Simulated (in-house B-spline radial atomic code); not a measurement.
# Sb⁸⁺: density, ELF and screening along the radius

Aim: the shell structure of Sb⁸⁺ in the radial density, the electron localisation function and the screened nuclear charge, under several settings.

Method: several methods, spin-polarised, as named in each step; spherical all-electron atom at the radial basis limit. Code: in-house B-spline radial atomic code version 1.

**1. What is computed**

```
element       : antimony (Z = 51)
charge        : +8
electrons     : 43
configuration : [Kr] 4d7
nucleus       : point (non-relativistic runs) or finite (X2C runs)
```

The outer shells:

[Kr] 4d7
```
[Kr] core
4d [↑↓][↑↓][↑ ][↑ ][↑ ]
```

Where spins are not typed, each open shell is filled with up spins first.

**2. LDA (VWN5), non-rel.**

The run's settings:

```ini
Z = 51
electrons = 43.0
configuration = [Kr] 4d7
hamiltonian = nr
method = lda,vwn
spin_polarised = True
```

The run is started by

```console
$ python run_scf.py task.json out
```

One command runs all members of the session, one after another, from task.json.

**3. PBE, non-rel.**

The run's settings:

```ini
Z = 51
electrons = 43.0
configuration = [Kr] 4d7
hamiltonian = nr
method = pbe,pbe
spin_polarised = True
```

**4. Hartree-Fock, non-rel.**

The run's settings:

```ini
Z = 51
electrons = 43.0
configuration = [Kr] 4d7
hamiltonian = nr
method = hf
spin_polarised = True
```

**5. BLYP, non-rel.**

The run's settings:

```ini
Z = 51
electrons = 43.0
configuration = [Kr] 4d7
hamiltonian = nr
method = b88,lyp
spin_polarised = True
```

Q: How large is the system in each run, where do the shell borders lie, and what is the highest level?

**Answer**, as computed:

| run | total energy (hartree) | highest level (eV) | radius holding 50 / 90 / 99 % (bohr) | radius at n = 0.001 (bohr) | ELF minima on the full grid (bohr) |
| --- | --- | --- | --- | --- | --- |
| LDA (VWN5), non-rel. | -6291.5904 | -153.60 | 0.331 / 1.02 / 1.57 | 2.29 | 0.048, 0.18, 0.47 |
| PBE, non-rel. | -6296.6980 | -153.29 | 0.331 / 1.02 / 1.57 | 2.29 | 0.048, 0.18, 0.47 |
| Hartree-Fock, non-rel. | -6295.1024 | -163.84 | 0.331 / 1.02 / 1.57 | 2.28 | 0.048, 0.18, 0.48 |
| BLYP, non-rel. | -6297.3110 | -153.06 | 0.331 / 1.02 / 1.57 | 2.30 | 0.048, 0.18, 0.48 |

What this shows: In the first run ELF has 3 minima on the grid, which mark the borders between shells. On the record's full grid the screened charge (r times the electrostatic potential) falls from 50.9 near the nucleus to 8.00 at 3.2 bohr; far out it tends to the net charge, 8. The grid is coarse (about 21 % a step), so the places of minima are rough.

Members of this set that are not shown: 7 used exact exchange with fractional occupations of an open shell, which is unsound here.
